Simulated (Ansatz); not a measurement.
This script makes a comparison of functionals at one structure of ZrTi, space group P-6m2 with Ansatz's Python interface.

`xc.py`:
```python
import ansatz as az
import pandas as pd

crystal = (
    az.Lattice.from_parameters(3.108994, 3.108994, 4.920467, alpha=90, beta=90, gamma=120)
    .space_group(187)
    .atom('Zr', (0.0, 0.0, 0.0))
    .atom('Ti', (1 / 3, 2 / 3, 0.5))
)

calculation = crystal.calculation()
calculation = calculation.occupations('Fermi-Dirac', width=0.15).pseudopotentials('paw')
calculation = calculation.kpoints(9, 9, 5)
calculation = calculation.forces()
calculation = calculation.stress()

rows = []
for value in ['r2scan', 'pbesol', 'lda']:
    summary = calculation.functional(value).run().report
    rows.append((value, summary['free_energy_ev'] / len(summary['lattice']['sites']), summary['n_iterations'], sum(summary['stress_gpa'][i][i] for i in range(3)) / 3, max(abs(f) for row in summary['forces_ev_ang'] for f in row), summary['n_kpoints']))

table = pd.DataFrame(rows, columns=['functional', 'F/atom (eV)', 'iterations', 'P (GPa)', 'max component (eV/A)', 'k-points'])
print(table.round(5).to_string(index=False))
```

Which functional puts this cell under the lowest pressure, and which under the highest?

From lowest to highest: LDA (-7.3 GPa), PBEsol (-4.0 GPa) and r2SCAN (-0.3 GPa). At a fixed cell a lower pressure usually means a smaller equilibrium volume, so LDA prefers the smallest cell and r2SCAN the largest.

What the script printed:

Output of `python xc.py`:
```text
DeckWarning: basis.ecutwfc = 500 eV, auto-derived from the records' recommended cutoffs: set by Zr (their level for a meta-GGA)
DeckWarning: basis.ecutwfc = 420 eV, auto-derived from the records' recommended cutoffs: set by Zr (normal level)
functional  F/atom (eV)  iterations  P (GPa)  max component (eV/A)  k-points
    r2scan  -3349.64775           8 -0.26403                   0.0        36
    pbesol  -3301.22121           7 -4.02357                   0.0        36
       lda  -3263.80730           7 -7.26734                   0.0        36
```
(Warnings from the package without file and line.)

The run is spin-unpolarised. The mesh is modest for a metal, so energies can be off by several to tens of meV an atom and pressures by half a GPa or more; differences at equal mesh fare better. The smearing is wide enough that free energy and stress hold a thermal part of the electrons. Forces vanish by symmetry here and test nothing. Pressure is positive in compression. The structure comes from a database of computed cells and needn't be a stable or known phase. Total energies of different functionals can't be compared; pressures, moments and gaps at this one structure can. Wall time of the script: 10 s on 1 thread of Arm Neoverse V2, with other jobs on the host, peak memory 0.53 GiB.

(Lines on the test bed's own set-up are left out of the output.)
